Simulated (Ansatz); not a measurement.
SnO2, space group P6_3/mmc, the orbital character of the bands

Computed with Ansatz 0.2.0 through its Python package.

`sno2_fatbands.py`:
```python
from pathlib import Path
import logging
import sys

import ansatz as az
from ase import Atoms
import pandas as pd

logging.basicConfig(stream=sys.stdout, format="%(levelname)s:%(name)s:%(message)s")
logger = logging.getLogger("ansatz_job")
logger.setLevel(logging.INFO)

KMESH = (5, 5, 2)
XC = "r2scan"
MIXING_BETA = 0.4


def main() -> None:
    atoms = Atoms(
        ["Sn", "Sn", "O", "O", "O", "O"],
        scaled_positions=[
            [0.0, 0.0, 0.5],
            [0.0, 0.0, 0.0],
            [2 / 3, 1 / 3, 0.40586],
            [2 / 3, 1 / 3, 0.09414],
            [1 / 3, 2 / 3, 0.59414],
            [1 / 3, 2 / 3, 0.90586],
        ],
        cell=[
            [3.23058, 0.0, 0.0],
            [-1.61529, 2.79776, 0.0],
            [0.0, 0.0, 10.79056],
        ],
        pbc=True,
    )
    system = az.Crystal.from_ase(atoms)

    points = {"G": (0.0, 0.0, 0.0), "M": (0.5, 0.0, 0.0), "K": (0.33333, 0.33333, 0.0), "A": (0.0, 0.0, 0.5), "L": (0.5, 0.0, 0.5)}
    calculation = (
        system.calculation()
        .kpoints(*KMESH, center="monkhorst-pack")
        .occupations(az.OccupationsMethod.FIXED)
        .functional(XC)
        .mixing("anderson", ndim=12, beta=MIXING_BETA)
        .band_structure(list(points.values()), intervals=1)
        .fat_bands()
    )
    result = calculation.run(threads=1)
    rep = result.report
    file = Path(result.write_results("results")) / "fatbands.tsv"
    names = file.read_text().splitlines()[0].lstrip("# ").split("\t")
    table = pd.read_csv(file, sep="\t", comment="#", names=names)
    near = table[table.e_minus_ef.abs() < 4]
    for ik, label in enumerate(points):
        print(label)
        for _, row in near[near.ik == ik].iterrows():
            main = row[names[4:]].astype(float).nlargest(2)
            logger.info(f"   band {int(row.band):3d} {row.e_minus_ef:7.3f} eV  " + ", ".join(f"{k} {v:.2f}" for k, v in main.items()))


if __name__ == "__main__":
    main()
```

```console
$ python sno2_fatbands.py
DeckWarning: basis.ecutwfc = 500 eV, auto-derived from the records' recommended cutoffs: set by Sn (their level for a meta-GGA)
G
INFO:ansatz_job:   band  14  -3.758 eV  o2_l1_2P 0.16, o3_l1_2P 0.16
INFO:ansatz_job:   band  15  -3.497 eV  o2_l1_2P 0.15, o3_l1_2P 0.15
INFO:ansatz_job:   band  16  -1.258 eV  o2_l1_2P 0.23, o3_l1_2P 0.23
INFO:ansatz_job:   band  17  -1.258 eV  o2_l1_2P 0.23, o3_l1_2P 0.23
INFO:ansatz_job:   band  18  -1.235 eV  o2_l1_2P 0.23, o3_l1_2P 0.23
INFO:ansatz_job:   band  19  -1.235 eV  o2_l1_2P 0.23, o3_l1_2P 0.23
INFO:ansatz_job:   band  20  -0.944 eV  o2_l1_2P 0.22, o3_l1_2P 0.22
INFO:ansatz_job:   band  21  -0.826 eV  o2_l1_2P 0.24, o3_l1_2P 0.24
INFO:ansatz_job:   band  22  -0.826 eV  o2_l1_2P 0.24, o3_l1_2P 0.24
INFO:ansatz_job:   band  23  -0.803 eV  o2_l1_2P 0.24, o3_l1_2P 0.24
INFO:ansatz_job:   band  24  -0.803 eV  o2_l1_2P 0.24, o3_l1_2P 0.24
INFO:ansatz_job:   band  25  -0.343 eV  o2_l1_2P 0.23, o3_l1_2P 0.23
INFO:ansatz_job:   band  26   2.655 eV  sn0_l0_5S 0.27, sn1_l0_5S 0.27
INFO:ansatz_job:   band  27   3.379 eV  sn0_l0_5S 0.26, sn1_l0_5S 0.26
M
INFO:ansatz_job:   band  18  -2.957 eV  o2_l1_2P 0.20, o3_l1_2P 0.20
INFO:ansatz_job:   band  19  -2.933 eV  o2_l1_2P 0.20, o3_l1_2P 0.20
INFO:ansatz_job:   band  20  -1.402 eV  o2_l1_2P 0.23, o3_l1_2P 0.23
INFO:ansatz_job:   band  21  -1.124 eV  o2_l1_2P 0.22, o3_l1_2P 0.22
INFO:ansatz_job:   band  22  -0.479 eV  o2_l1_2P 0.24, o3_l1_2P 0.24
INFO:ansatz_job:   band  23  -0.440 eV  o2_l1_2P 0.24, o3_l1_2P 0.24
INFO:ansatz_job:   band  24  -0.411 eV  o2_l1_2P 0.24, o3_l1_2P 0.24
INFO:ansatz_job:   band  25  -0.047 eV  o2_l1_2P 0.24, o3_l1_2P 0.24
K
INFO:ansatz_job:   band  16  -3.652 eV  o2_l1_2P 0.19, o3_l1_2P 0.19
INFO:ansatz_job:   band  17  -3.652 eV  o2_l1_2P 0.19, o3_l1_2P 0.19
INFO:ansatz_job:   band  18  -3.549 eV  o2_l1_2P 0.19, o3_l1_2P 0.19
INFO:ansatz_job:   band  19  -3.549 eV  o2_l1_2P 0.19, o3_l1_2P 0.19
INFO:ansatz_job:   band  20  -2.658 eV  o2_l1_2P 0.20, o3_l1_2P 0.20
INFO:ansatz_job:   band  21  -2.568 eV  o2_l1_2P 0.20, o3_l1_2P 0.20
INFO:ansatz_job:   band  22  -0.387 eV  o2_l1_2P 0.24, o3_l1_2P 0.24
INFO:ansatz_job:   band  23  -0.387 eV  o2_l1_2P 0.24, o3_l1_2P 0.24
INFO:ansatz_job:   band  24  -0.110 eV  o2_l1_2P 0.24, o3_l1_2P 0.24
INFO:ansatz_job:   band  25  -0.110 eV  o2_l1_2P 0.24, o3_l1_2P 0.24
A
INFO:ansatz_job:   band  14  -3.636 eV  o3_l1_2P 0.17, o5_l1_2P 0.17
INFO:ansatz_job:   band  15  -3.636 eV  o2_l1_2P 0.17, o4_l1_2P 0.17
INFO:ansatz_job:   band  16  -1.246 eV  o2_l1_2P 0.36, o4_l1_2P 0.36
INFO:ansatz_job:   band  17  -1.246 eV  o3_l1_2P 0.24, o5_l1_2P 0.24
INFO:ansatz_job:   band  18  -1.246 eV  o3_l1_2P 0.28, o5_l1_2P 0.28
INFO:ansatz_job:   band  19  -1.246 eV  o3_l1_2P 0.31, o5_l1_2P 0.31
INFO:ansatz_job:   band  20  -0.814 eV  o2_l1_2P 0.43, o4_l1_2P 0.43
INFO:ansatz_job:   band  21  -0.814 eV  o2_l1_2P 0.47, o4_l1_2P 0.47
INFO:ansatz_job:   band  22  -0.814 eV  o3_l1_2P 0.43, o5_l1_2P 0.43
INFO:ansatz_job:   band  23  -0.814 eV  o3_l1_2P 0.47, o5_l1_2P 0.47
INFO:ansatz_job:   band  24  -0.652 eV  o2_l1_2P 0.38, o4_l1_2P 0.38
INFO:ansatz_job:   band  25  -0.652 eV  o3_l1_2P 0.38, o5_l1_2P 0.38
INFO:ansatz_job:   band  26   3.020 eV  sn1_l0_5S 0.49, o3_l1_2P 0.14
INFO:ansatz_job:   band  27   3.020 eV  sn0_l0_5S 0.49, o2_l1_2P 0.14
L
INFO:ansatz_job:   band  18  -2.945 eV  o2_l1_2P 0.38, o4_l1_2P 0.38
INFO:ansatz_job:   band  19  -2.945 eV  o3_l1_2P 0.38, o5_l1_2P 0.38
INFO:ansatz_job:   band  20  -1.280 eV  o3_l1_2P 0.41, o5_l1_2P 0.41
INFO:ansatz_job:   band  21  -1.280 eV  o2_l1_2P 0.41, o4_l1_2P 0.41
INFO:ansatz_job:   band  22  -0.459 eV  o2_l1_2P 0.49, o4_l1_2P 0.49
INFO:ansatz_job:   band  23  -0.459 eV  o3_l1_2P 0.49, o5_l1_2P 0.49
INFO:ansatz_job:   band  24  -0.212 eV  o3_l1_2P 0.42, o5_l1_2P 0.42
INFO:ansatz_job:   band  25  -0.212 eV  o2_l1_2P 0.42, o4_l1_2P 0.42
```
(Warnings from the package without file and line.)

Caveats:
- The settings weren't tested for convergence.
- The Fermi level of a run with fixed occupations marks the highest occupied state on its mesh, not mid-gap.
- The structure comes from a database of computed cells and needn't be a stable or known phase.
- Levels are Kohn-Sham eigenvalues on this mesh, without spin-orbit coupling.
- Energies are less the Fermi level and bands count from 0. Only the largest channels are printed, equivalent atoms hold more, and in degenerate sets the split between sites is arbitrary; shells that the potentials lack have no channel.
- Run time: 4.5 s on 1 thread of Arm Neoverse V2 (shared host), peak memory 0.55 GiB.

(Lines on the test bed's own set-up are left out of the output.)
